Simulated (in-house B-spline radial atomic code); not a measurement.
# Ho⁹⁺: ionisation energy by several methods

One table from this session's results is given with a row withheld; the runs are named, their logs left out.

Program: in-house B-spline radial atomic code version 1. Level of theory: scalar-relativistic (X2C), several functionals, spin-polarised; spherical all-electron atom at the radial basis limit. These are calculated values, not measurements, unless marked.

### Starting point

```
element       : holmium (Z = 67)
charge        : +9
electrons     : 58
configuration : [Kr] 4d10 4f9 5s2 5p1
nucleus       : Fermi, rms radius 5.202 fm
```

The outer shells:

[Kr] 4d10 4f9 5s2 5p1
```
[Kr] core
4d [↑↓][↑↓][↑↓][↑↓][↑↓]
4f [↑↓][↑↓][↑ ][↑ ][↑ ][↑ ][↑ ]
5s [↑↓]
5p [↑ ][  ][  ]
```

Where spins are not typed, each open shell is filled with up spins first.

The first run:

Settings, as recorded:

```ini
Z = 67
electrons = 58.0
configuration = [Kr] 4d10 4f9 5s2 5p1
hamiltonian = x2c
method = lda,pw
spin_polarised = True
nucleus = fermi
rms_radius = 5.2022
mass_number = 165
atomic_mass = 164.930329116
speed_of_light = 137.035999084
```

Among the steps run: LDA (PW92); LDA (VWN5); RPBE, a GGA; BP86, a GGA; TPSS, a meta-GGA; OLYP, a GGA.

One of the session's tables, all rows but one given; the rest of the session is left out.

```
    method  ΔSCF (eV)
LDA (PW92)     162.18
LDA (VWN5)     162.19
      RPBE     161.41
      BP86     161.75
      OLYP     161.65
      TPSS          ?
```

Q: Estimate the row for TPSS from the others.

As computed: ΔSCF (eV): 161.40. In the column «ΔSCF (eV)» it is the lowest.

Members of this set that are not shown: 12 used exact exchange with fractional occupations of an open shell, which is unsound here.
